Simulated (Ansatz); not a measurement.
# Na13 cuboctahedron (Na₁₃+): a ladder of methods and basis sets

An exercise on one series of results from a longer session: the logs are not shown, and one member is left open.

The runs use Ansatz 0.2.0, Gaussian basis; as each input shows.

Plan: PBE/def2-TZVP, r2SCAN/def2-TZVP, PBE-QIDH/def2-TZVP, r2SCAN0/def2-TZVP, PBE/def2-SVP, PBE0/def2-SVP, MP2/def2-SVP.

1 further run of the same task is left out (it didn't finish).

### The geometry

The geometry is that of the singlet, from an earlier relaxation (PBE/def2-SVP).

13 atoms, charge 1, spin multiplicity 1.

Atoms are counted from 1 here; the program's logs count them from 0.

Bond lengths: Na1–Na2 3.680 Å, Na1–Na3 3.700 Å, Na1–Na5 3.631 Å, Na1–Na6 3.631 Å, Na1–Na10 3.841 Å, Na2–Na4 3.703 Å, Na2–Na5 3.689 Å, Na2–Na8 3.693 Å, Na2–Na10 3.279 Å, Na3–Na4 3.674 Å, Na3–Na6 3.706 Å, Na3–Na10 3.278 Å, Na3–Na11 3.685 Å, Na4–Na8 3.630 Å, Na4–Na10 3.847 Å, Na4–Na11 3.632 Å, Na5–Na7 3.634 Å, Na5–Na9 3.671 Å and more. Angles: Na2–Na1–Na3 77.7°, Na2–Na1–Na5 60.6°, Na2–Na1–Na6 113.3°, Na2–Na1–Na10 51.6°, Na3–Na1–Na5 113.6°, Na3–Na1–Na6 60.7°, Na3–Na1–Na10 51.5°, Na5–Na1–Na6 90.1°, Na5–Na1–Na10 62.2°, Na6–Na1–Na10 61.6°, Na1–Na2–Na4 101.7°, Na1–Na2–Na5 59.0°, Na1–Na2–Na8 133.3°, Na1–Na2–Na10 66.7°, Na4–Na2–Na5 133.6°, Na4–Na2–Na8 58.8°, Na4–Na2–Na10 66.6°, Na5–Na2–Na8 101.9° and more.

The ion is computed in the gas phase, without counter-ions or solvent.

PBE0/def2-TZVP was run before; its log isn't repeated, and its numbers join the tables.

The first run:

start.molden holds the orbitals of an earlier run on this state, given as this run's starting guess.

in.yaml reads:

```yaml
crystal:
  periodic: [false, false, false]
  atoms:
    - {symbol: Na, position_ang: [-2.571309, -2.853649, 0.003170]}
    - {symbol: Na, position_ang: [-2.322503, 0.000752, -2.305900]}
    - {symbol: Na, position_ang: [-2.321752, 0.017064, 2.324513]}
    - {symbol: Na, position_ang: [-2.564854, 2.869830, 0.022093]}
    - {symbol: Na, position_ang: [-0.016623, -2.865541, -2.576803]}
    - {symbol: Na, position_ang: [0.004104, -2.858162, 2.562045]}
    - {symbol: Na, position_ang: [2.558935, -2.866294, -0.013393]}
    - {symbol: Na, position_ang: [-0.004997, 2.865572, -2.551744]}
    - {symbol: Na, position_ang: [2.294857, -0.023973, -2.332436]}
    - {symbol: Na, position_ang: [-0.001149, 0.001408, 0.009649]}
    - {symbol: Na, position_ang: [0.014185, 2.855857, 2.579320]}
    - {symbol: Na, position_ang: [2.329659, 0.002035, 2.314747]}
    - {symbol: Na, position_ang: [2.573446, 2.847000, 0.001138]}
basis:
  gaussian: {orbitals: def2-TZVP, initial_orbitals: start.molden}
total_charge: 1
hamiltonian: {xc: pbe}
scf: {omitted_lower_state_checks: [starts]}
output: {orbitals: {seedname: orbitals}}
```

Command:

```
> ansatz run in.yaml --threads 4 --pin off --events-out ev --progress --plain --max-ram 9574MiB
```

Steps of the session up to this table: PBE/def2-TZVP; r2SCAN/def2-TZVP; PBE-QIDH/def2-TZVP; r2SCAN0/def2-TZVP; PBE/def2-SVP; PBE0/def2-SVP; MP2/def2-SVP.

One of the session's tables, all rows but one given; the rest of the session is left out.

```
            level  HOMO (eV)  LUMO (eV)  gap (eV)
     PBE/def2-SVP      -5.13      -4.93      0.20
    PBE/def2-TZVP          ?          ?         ?
 r2SCAN/def2-TZVP      -5.07      -4.78      0.29
    PBE0/def2-SVP      -5.44      -4.50      0.94
   PBE0/def2-TZVP      -5.45      -4.50      0.95
r2SCAN0/def2-TZVP      -5.41      -4.42      0.99
```

Q: Estimate the row for PBE/def2-TZVP from the others.

**Answer.** HOMO (eV): -5.15; LUMO (eV): -4.95; gap (eV): 0.20. In the column «HOMO (eV)» it lies between r2SCAN0/def2-TZVP (-5.41) and PBE/def2-SVP (-5.13).
